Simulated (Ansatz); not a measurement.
Task: a projected density of states of Ni4N, space group Pm-3m, with the Python package of Ansatz (0.2.0). Give the script and its output. Level of theory: PBEsol, PAW, cutoff 550 eV, 6×6×6 k-points, Fermi-Dirac smearing of 0.1 eV, collinear spin.

```yaml
crystal:
  lattice:
    - [3.71514, 0.00000, 0.00000]
    - [0.00000, 3.71514, 0.00000]
    - [0.00000, 0.00000, 3.71514]
  atoms:
    - { symbol: Ni, position: [0.00000, 0.00000, 0.00000] }
    - { symbol: Ni, position: [0.50000, 0.50000, 0.00000] }
    - { symbol: Ni, position: [0.50000, 0.00000, 0.50000] }
    - { symbol: Ni, position: [0.00000, 0.50000, 0.50000] }
    - { symbol: N, position: [0.50000, 0.50000, 0.50000] }
```

`pdos.py`
```python
'''Which atoms and shells make the states of Ni4N.'''

import ansatz as az
import numpy as np


def main() -> None:
    lattice = az.Lattice.of(
        (3.715139, 0.0, 0.0),
        (0.0, 3.715139, 0.0),
        (0.0, 0.0, 3.715139),
    )
    sites = [
        ('Ni', (0.0, 0.0, 0.0), 1.0),
        ('Ni', (0.5, 0.5, 0.0), -1.0),
        ('Ni', (0.5, 0.0, 0.5), 1.0),
        ('Ni', (0.0, 0.5, 0.5), -1.0),
        ('N', (0.5, 0.5, 0.5), 0.0),
    ]
    xtal = az.Crystal(lattice=lattice)
    for symbol, position, moment in sites:
        xtal = xtal.atom(symbol, position, moment=moment or None)

    job = xtal.calculation()
    job = job.functional('pbesol')
    job = job.basis(550).kpoints(density=3.4)
    job = job.occupations('Fermi-Dirac', width=0.1)
    job = job.spin('collinear')
    job = job.scf(extra_bands=16).density_of_states(projected=True, method='smearing', broadening_width=0.15, energy_step=0.1)
    session = job.session()
    planned = session.plan(threads=1)
    done = planned.execute()
    summary = done.report

    dos = done.density_of_states()
    energy = np.asarray(dos.energies_ev) - dos.fermi_ev
    curves = {}
    for site in done.projected_density_of_states().sites:
        for shell in site.shells:
            weight = sum(np.sum(curve.g_bin_mean_per_ev, axis=0) for curve in shell.curves)
            name = f'{site.species} {shell.label}'
            curves[name] = curves.get(name, 0) + weight

    print('E-EF   ' + ' '.join(f'{name:>8s}' for name in curves))
    for e in np.arange(-10, 6 + 0.1, 1.0):
        print(f'{e:5.1f}  ' + ' '.join(f'{np.interp(e, energy, g):8.3f}' for g in curves.values()))


if __name__ == '__main__':
    main()
```

```console
$ python pdos.py
RunWarning: the starting moments were not kept: 2 of 4 ended reversed and 2 kept their direction, counting a site from 0.1 of the cell's largest site moment. The largest reversed, site 3 (counted [...]
E-EF      Ni 3S    Ni 4S    Ni 3P    Ni 3D     N 2S     N 2P
-10.0     0.000    0.000    0.000    0.000    0.000    0.000
 -9.0     0.000    0.000    0.000    0.000    0.000    0.000
 -8.0     0.004    0.287    0.005    0.425    0.009    0.857
 -7.0     0.004    0.273    0.005    0.177    0.036    0.361
 -6.0     0.000    0.008    0.014    0.407    0.000    0.944
 -5.0     0.001    0.418    0.004    0.460    0.003    0.108
 -4.0     0.000    0.639    0.004    0.987    0.004    0.007
 -3.0     0.000    0.601    0.007    9.278    0.002    0.127
 -2.0     0.000    0.182    0.003    9.403    0.007    0.031
 -1.0     0.000    0.061    0.001   10.488    0.023    0.090
  0.0     0.000    0.327    0.004    6.947    0.017    0.543
  1.0     0.000    0.055    0.001    0.450    0.002    0.137
  2.0     0.000    0.287    0.000    0.354    0.030    0.090
  3.0     0.001    0.583    0.002    0.621    0.157    0.355
  4.0     0.003    0.556    0.001    0.507    0.086    0.413
  5.0     0.001    0.205    0.000    0.099    0.009    0.095
  6.0     0.002    0.699    0.001    0.187    0.095    0.092
```
(Warnings from the package without file and line, shortened.)

Notes:
- The SCF didn't keep the moments it started from (some shrank, vanished or turned); what is printed is the state reached.
- For a metal this k-point mesh is coarse: on a finer one energies can move by several to tens of meV an atom and pressures by half a GPa or more, differences at one mesh by less.
- The structure comes from a database of computed cells and needn't be a stable or known phase.
- Curves are summed over the cell's atoms. Only shells that the potentials hold have channels, so projections don't add up to the total, least of all where a shell is missing (p of most metals); heights and places of peaks move with the mesh.
- The density of states is complete only as far up as bands were computed.
- The whole script took 41 s on 1 thread of Arm Neoverse V2, on a shared host, peak memory 0.62 GiB.

(Lines on the test bed's own set-up are left out of the output.)
